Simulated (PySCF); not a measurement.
# The bond of RbSr+, level by level

An exercise on one series of results from a longer session: the logs are not shown, and one member is left open.

Computed with PySCF 2.14.0. Level: Rb def2-SVP with ECP28, Sr def2-SVP with ECP28, scalar-relativistic core potentials.

The first run:

The job is set up so:

```json
{
  "atoms": "Rb, Sr",
  "charge": "1",
  "basis": "Rb def2-SVP with ECP28, Sr def2-SVP with ECP28",
  "Hamiltonian": "scalar-relativistic core potentials",
  "basis functions": "47",
  "electrons treated": "18",
  "masses in u": "84.9118, 87.9056",
  "levels": "PBE0, PBE, r²SCAN, M06, r²SCAN0, PBEsol, ωB97X, HF, MP2, SCS-MP2, CCSD, CCSD(T)",
  "grid": "80 radial by 434 angular points",
  "occupations": "held fixed by the projection of orbital angular momentum",
  "dissociation limit": "Rb+ + Sr, each in its ground configuration",
  "starting distance in angstrom": "3.870",
  "values of 2S to try": "0, 2"
}
```

The run is started by

```console
$ OMP_NUM_THREADS=1 python dia.py task.json out
```

Among the steps run: Input; First curve: PBE0; Other states along the same grid; PBE; r²SCAN; M06 (hybrid meta-GGA); r²SCAN0; PBEsol (GGA); ωB97X (range-separated hybrid); RHF (mean field); Correlated methods on the Hartree–Fock reference.

One of the session's tables, all rows but one given; the rest of the session is left out.

Energy (eV) from each level's lowest point:

| R (Å) | RHF | RHF-MP2 | RHF-SCS-MP2 | RHF-CCSD | RHF-CCSD(T) |
| --- | --- | --- | --- | --- | --- |
| 3.847 | 0.274 | 0.151 | 0.169 | n/a | n/a |
| 4.026 | 0.156 | 0.074 | 0.086 | 0.086 | 0.083 |
| 4.205 | 0.078 | 0.028 | 0.036 | 0.035 | 0.033 |
| 4.339 | 0.040 | 0.009 | 0.014 | 0.014 | 0.012 |
| 4.473 | 0.017 | 0.001 | 0.003 | 0.002 | 0.002 |
| 4.607 | 0.004 | 0.000 | 0.000 | 0.000 | 0.000 |
| 4.786 | 0.000 | 0.009 | 0.006 | 0.007 | 0.008 |
| 5.010 | ? | ? | ? | ? | ? |
| 5.278 | 0.036 | 0.068 | 0.060 | 0.065 | 0.067 |
| 5.636 | 0.080 | 0.123 | 0.112 | n/a | n/a |

Q: Estimate the row for R (Å) = 5.010 from the others.

Worked estimate for «RHF». A straight line through the neighbours (4.786, 0.000) and (5.278, 0.036) gives 0.000 + (0.036 − 0.000) × (5.010 − 4.786) / (5.278 − 4.786) = 0.016; a parabola fitted to 4 rows on both sides gives 0.012.

**Answer.** RHF: 0.010; RHF-MP2: 0.031; RHF-SCS-MP2: 0.026; RHF-CCSD: 0.028; RHF-CCSD(T): 0.030. In «RHF» the line misses by +0.006 and the parabola by +0.002.

State 2 has its PBE0 minimum 1.10 eV higher. State 3 has its PBE0 minimum 1.59 eV higher. The other levels ran on the lowest alone.
